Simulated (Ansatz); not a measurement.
# Cl3FH4OSi (built from SMILES Cl[SiH](Cl)Cl.F.O): a reaction path by the nudged elastic band

What path joins these two structures, and how high does it climb? Both ends were relaxed at PBE0-D4 in triple zeta.

Computed with Ansatz 0.2.0, Gaussian basis. Level: PBE0-D4/def2-SVP.

29 further runs of the same task are left out: 1 that didn't finish, 28 set aside as unsound or not needed. Runs told in other sessions of the task aren't counted.

### 1 The starting structure

The first end: 10 atoms, charge 0, spin multiplicity 1.

Atoms are counted from 1 here; the program's logs count them from 0.

Bond lengths: Si1–H2 1.461 Å, Si1–Cl3 2.027 Å, Si1–Cl4 2.037 Å, Si1–Cl5 2.063 Å, H6–O7 0.964 Å, O7–H10 0.960 Å, H8–F9 0.933 Å. Angles: H2–Si1–Cl3 113.8°, H2–Si1–Cl4 108.8°, H2–Si1–Cl5 111.0°, Cl3–Si1–Cl4 107.8°, Cl3–Si1–Cl5 109.4°, Cl4–Si1–Cl5 105.7°, H6–O7–H10 105.9°.

As a file:

```
atom    x (Å)    y (Å)    z (Å)
 Si1  -0.3014  -1.5579   0.0607
  H2   0.9004  -1.1891   0.8056
 Cl3  -0.0013  -1.7433  -1.9353
 Cl4  -0.9809  -3.3474   0.7559
 Cl5  -1.8256  -0.2105   0.4031
  H6   1.0077   1.7368  -0.1031
  O7   1.2208   0.9441  -0.6094
  H8  -0.8734   1.6886   1.0072
  F9  -0.3745   2.4643   1.1454
 H10   1.2282   1.2144  -1.5300
```

The second end:

```mol
Cl3FH4OSi
  3D, bonds by distance, orders not assigned

 10  7  0  0  0  0  0  0  0  0999 V2000
   -0.2732   -1.0195   -0.9512 Si  0  0
   -0.4579    0.1517    2.6732 H   0  0
   -0.0213   -1.7520   -2.8209 Cl  0  0
    0.0376   -2.5174    0.3728 Cl  0  0
   -2.1058   -0.2283   -0.7291 Cl  0  0
    0.4155    1.7557    0.0374 H   0  0
    0.7781    0.2041   -0.6839 O   0  0
   -0.3557    0.8248    2.3656 H   0  0
    0.2638    2.5669    0.4744 F   0  0
    1.7189    0.0141   -0.7382 H   0  0
  1  3  8  0
  1  4  8  0
  1  5  8  0
  1  7  8  0
  2  8  8  0
  6  9  8  0
  7 10  8  0
M  END
```

### 2 The band at PBE0-D4/def2-SVP

File neb/in.yaml:

```yaml
crystal:
  periodic: [false, false, false]
  atoms:
    - {symbol: Si, position_ang: [-0.301396, -1.557899, 0.060651]}
    - {symbol: H, position_ang: [0.900356, -1.189051, 0.805643]}
    - {symbol: Cl, position_ang: [-0.001262, -1.743273, -1.935281]}
    - {symbol: Cl, position_ang: [-0.980910, -3.347410, 0.755890]}
    - {symbol: Cl, position_ang: [-1.825644, -0.210520, 0.403074]}
    - {symbol: H, position_ang: [1.007729, 1.736794, -0.103122]}
    - {symbol: O, position_ang: [1.220806, 0.944082, -0.609410]}
    - {symbol: H, position_ang: [-0.873406, 1.688611, 1.007198]}
    - {symbol: F, position_ang: [-0.374452, 2.464336, 1.145390]}
    - {symbol: H, position_ang: [1.228180, 1.214430, -1.530034]}
basis:
  gaussian: {orbitals: def2-SVP}
hamiltonian: {xc: pbe0, dispersion: d4}
neb:
  images: 5
  climbing: true
  max_iterations: 40
  initial_path: idpp
  final_atoms:
    - {symbol: Si, position_ang: [-0.273159, -1.019539, -0.951157]}
    - {symbol: H, position_ang: [-0.457949, 0.151675, 2.673215]}
    - {symbol: Cl, position_ang: [-0.021307, -1.751965, -2.820919]}
    - {symbol: Cl, position_ang: [0.037559, -2.517352, 0.372783]}
    - {symbol: Cl, position_ang: [-2.105759, -0.228329, -0.729135]}
    - {symbol: H, position_ang: [0.415514, 1.755729, 0.037352]}
    - {symbol: O, position_ang: [0.778136, 0.204058, -0.683860]}
    - {symbol: H, position_ang: [-0.355681, 0.824830, 2.365555]}
    - {symbol: F, position_ang: [0.263759, 2.566862, 0.474400]}
    - {symbol: H, position_ang: [1.718888, 0.014133, -0.738233]}
```

Started as:

```
> ansatz run in.yaml --threads 8 --pin off --events-out ev --progress --plain --max-ram 19148MiB
```

Standard output:

```text
Functional definition: PBE0
  name "PBE0"
  cite "Adamo & Barone, J. Chem. Phys. 110, 6158 (1999) doi:10.1063/1.478522"
  cite "Perdew, Burke & Ernzerhof, Phys. Rev. Lett. 77, 3865 (1996) doi:10.1103/PhysRevLett.77.3865"
  parent pbe
  parameter a = 0.25
  parameter kappa = 0.804
  parameter beta = 0.06672455060314922
  exchange = (1 - a)*pbe_x(kappa = kappa, mu = beta*pi^2/3) + a*exact_x
  correlation = pbe_c(beta = beta)
1195 factors; integrals over basis functions are off by at most 4.2e-4 eV
mean field evaluation 1: about -50235.9051 eV, gradient 5.2e1 eV
mean field evaluation 2: about -50232.5175 eV, gradient 6.8e1 eV
mean field evaluation 4: about -50240.4276 eV, gradient 1.9e0 eV
mean field evaluation 8: about -50240.4477 eV, gradient 4.2e-2 eV
mean field evaluation 16: about -50240.4477 eV, gradient 1.4e-5 eV
mean field -50240.44769488 eV, -1846.3023985882 hartree, gradient 1.4e-5 eV, S^2 0.000000; 0 other end points of the search recorded, 0 dependent functions left out
the calculation of the forces begins
reference -50240.44771840 eV, -1846.3023994528 hartree; 43, 43 occupied and 77, 77 virtual orbitals, 1195 factors
[... from here to the last solve, the lines of the solves are left out (162 solves) ...]
WARN: NEB end point (image 0): max|allowed force component| = 3.437e-1 eV/Å (the criterion of neb.relax_end_points is 1.000e-2). That is over neb.f_tol: it is no minimum, so the barrier can be far off. Relax it first
WARN: NEB end point (image 6): max|allowed force component| = 5.150e-1 eV/Å (the criterion of neb.relax_end_points is 1.000e-2). That is over neb.f_tol: it is no minimum, so the barrier can be far off. Relax it first
NEB iter   1: max|band force component| = 5.043e0 eV/Å  barrier→ = 8.2154 eV  barrier← = 8.7778 eV  Δτ_max = 0.2000 Å  (195 SCF iters)
NEB iter   2: max|band force component| = 5.074e0 eV/Å  barrier→ = 6.4004 eV  barrier← = 6.9628 eV  Δτ_max = 0.2000 Å  (151 SCF iters)
NEB iter   3: max|band force component| = 1.211e1 eV/Å  barrier→ = 4.5003 eV  barrier← = 5.0627 eV  Δτ_max = 0.1011 Å  (161 SCF iters)
NEB iter   4: max|band force component| = 2.883e0 eV/Å  barrier→ = 3.5248 eV  barrier← = 4.0872 eV  Δτ_max = 0.2000 Å  (146 SCF iters)
NEB iter   5: max|band force component| = 7.248e0 eV/Å  barrier→ = 3.1642 eV  barrier← = 3.7267 eV  Δτ_max = 0.1017 Å  (149 SCF iters)
NEB iter   6: max|band force component| = 1.545e0 eV/Å  barrier→ = 2.3964 eV  barrier← = 2.9588 eV  Δτ_max = 0.2000 Å  (142 SCF iters)
NEB iter   7: max|band force component| = 1.327e0 eV/Å  barrier→ = 1.5497 eV  barrier← = 2.1121 eV  Δτ_max = 0.2000 Å  (143 SCF iters)
NEB iter   8: max|band force component| = 1.338e0 eV/Å  barrier→ = 0.8655 eV  barrier← = 1.4279 eV  Δτ_max = 0.1030 Å  (141 SCF iters)
NEB iter   9: max|band force component| = 6.273e-1 eV/Å  barrier→ = 0.6929 eV  barrier← = 1.2553 eV  CI = image 3  Δτ_max = 0.1951 Å  (142 SCF iters)
NEB iter  10: max|band force component| = 8.655e-1 eV/Å  barrier→ = 0.7469 eV  barrier← = 1.3093 eV  CI = image 3  Δτ_max = 0.1010 Å  (144 SCF iters)
NEB iter  11: max|band force component| = 6.480e-1 eV/Å  barrier→ = 0.6948 eV  barrier← = 1.2572 eV  CI = image 3  Δτ_max = 0.2000 Å  (143 SCF iters)
NEB iter  12: max|band force component| = 6.994e-1 eV/Å  barrier→ = 0.7437 eV  barrier← = 1.3061 eV  CI = image 3  Δτ_max = 0.1002 Å  (141 SCF iters)
NEB iter  13: max|band force component| = 5.911e-1 eV/Å  barrier→ = 0.7450 eV  barrier← = 1.3075 eV  CI = image 3  Δτ_max = 0.2000 Å  (145 SCF iters)
NEB iter  14: max|band force component| = 5.750e-1 eV/Å  barrier→ = 0.7997 eV  barrier← = 1.3621 eV  CI = image 3  Δτ_max = 0.2000 Å  (143 SCF iters)
NEB iter  15: max|band force component| = 5.660e-1 eV/Å  barrier→ = 0.8496 eV  barrier← = 1.4121 eV  CI = image 3  Δτ_max = 0.1562 Å  (144 SCF iters)
NEB iter  16: max|band force component| = 6.502e-1 eV/Å  barrier→ = 0.8768 eV  barrier← = 1.4392 eV  CI = image 3  Δτ_max = 0.0970 Å  (140 SCF iters)
NEB iter  17: max|band force component| = 4.141e-1 eV/Å  barrier→ = 0.9021 eV  barrier← = 1.4645 eV  CI = image 3  Δτ_max = 0.0672 Å  (141 SCF iters)
NEB iter  18: max|band force component| = 3.688e-1 eV/Å  barrier→ = 0.9058 eV  barrier← = 1.4682 eV  CI = image 3  Δτ_max = 0.0696 Å  (143 SCF iters)
NEB iter  19: max|band force component| = 1.744e-1 eV/Å  barrier→ = 0.8838 eV  barrier← = 1.4463 eV  CI = image 3  Δτ_max = 0.0562 Å  (142 SCF iters)
NEB iter  20: max|band force component| = 1.961e-1 eV/Å  barrier→ = 0.8727 eV  barrier← = 1.4351 eV  CI = image 3  Δτ_max = 0.0283 Å  (141 SCF iters)
NEB iter  21: max|band force component| = 1.528e-1 eV/Å  barrier→ = 0.8710 eV  barrier← = 1.4335 eV  CI = image 3  Δτ_max = 0.0567 Å  (143 SCF iters)
NEB iter  22: max|band force component| = 8.572e-2 eV/Å  barrier→ = 0.8694 eV  barrier← = 1.4319 eV  CI = image 3  Δτ_max = 0.0516 Å  (140 SCF iters)
NEB iter  23: max|band force component| = 6.180e-2 eV/Å  barrier→ = 0.8691 eV  barrier← = 1.4315 eV  CI = image 3  Δτ_max = 0.0352 Å  (133 SCF iters)
1198 factors; integrals over basis functions are off by at most 1.1e-3 eV
mean field -50239.55892862 eV, -1846.2697370305 hartree, gradient 1.5e-6 eV, S^2 0.000000; 0 other end points of the search recorded, 0 dependent functions left out
the calculation of the forces begins
reference -50239.55895032 eV, -1846.2697378282 hartree; 43, 43 occupied and 77, 77 virtual orbitals, 1198 factors
NEB iter  24: max|band force component| = 2.933e-2 eV/Å  barrier→ = 0.8690 eV  barrier← = 1.4314 eV  CI = image 3  CI's point: of a kind that is not told: the force calls were inconclusive, a negative curvature could not be distinguished from the path's own, the only one lies far off the path, or fixed occupations may fill a level only in part  Δτ_max = 0.0000 Å  (1012 SCF iters)
Total energy: -50239.83166261 eV, -1846.2797598199 hartree
Atom 0 at    -0.491292    -0.712848    -0.224399 Å, force     0.015353    -0.008089    -0.008864 eV/Å
Atom 1 at    -0.233135    -0.142958     1.322409 Å, force    -0.001829    -0.009474    -0.004028 eV/Å
Atom 2 at    -0.512128    -1.317356    -2.260238 Å, force    -0.004892     0.010129    -0.007639 eV/Å
Atom 3 at    -0.080234    -2.555447     0.604867 Å, force     0.000794     0.003581     0.017923 eV/Å
Atom 4 at    -2.401060     0.054365    -0.122499 Å, force    -0.009104     0.003012     0.003560 eV/Å
Atom 5 at     0.963725     1.247793     0.188641 Å, force    -0.005544     0.004523     0.021449 eV/Å
Atom 6 at     0.827532     0.412428    -0.607417 Å, force    -0.005377    -0.017036    -0.027614 eV/Å
Atom 7 at     0.158307     0.764458     1.421292 Å, force    -0.003943    -0.002441     0.005742 eV/Å
Atom 8 at     0.766803     1.737745     1.233219 Å, force     0.006311     0.012358    -0.004102 eV/Å
Atom 9 at     1.001485     0.511919    -1.555875 Å, force     0.008230     0.003437     0.003574 eV/Å
Dipole moment:     0.410427     0.392024    -0.095861 e Å
```

Run time: 3 min. Hardware: 8 threads of Arm Neoverse V1, shared host.

The last band:

```
image  path (Å)  energy (eV)  Si1–O7 (Å)  H6–F9 (Å)  H2–H8 (Å)  Si1–H2 (Å)
    0      0.00        0.000        3.00       2.00       3.39        1.46
    1      1.40       -0.032        2.35       1.80       2.83        1.47
    2      2.80        0.364        2.07       1.70       1.62        1.50
    3      4.21        0.869        1.78       1.17       0.99        1.67
    4      5.26       -0.354        1.67       0.94       0.76        2.56
    5      6.31       -0.584        1.66       0.93       0.76        3.47
    6      7.36       -0.562        1.64       0.93       0.75        3.81
```

The highest image, 3:

```
Si   -0.49129   -0.71285   -0.22440
H    -0.23314   -0.14296    1.32241
Cl   -0.51213   -1.31736   -2.26024
Cl   -0.08023   -2.55545    0.60487
Cl   -2.40106    0.05436   -0.12250
H     0.96373    1.24779    0.18864
O     0.82753    0.41243   -0.60742
H     0.15831    0.76446    1.42129
F     0.76680    1.73775    1.23322
H     1.00148    0.51192   -1.55587
```

### 3 Results

| quantity | value |
| --- | --- |
| PBE0-D4/def2-SVP, 24 iterations | highest 0.869 eV (image 3), last end -0.562 eV |
| from earlier runs: barrier over the separately found saddle, CCSD(T)/def2-TZVPP | 1.285 eV |

The highest image lies 0.869 eV above the first end, and it climbed, so it estimates the saddle. The ends are not quite minima at this level (largest force component 0.51 eV/Å), so the heights are unreliable: relaxing the first end would lower it and raise the barrier above it. The highest image is 0.416 eV below the CCSD(T) barrier in triple zeta, which comes from separate runs on the saddle.
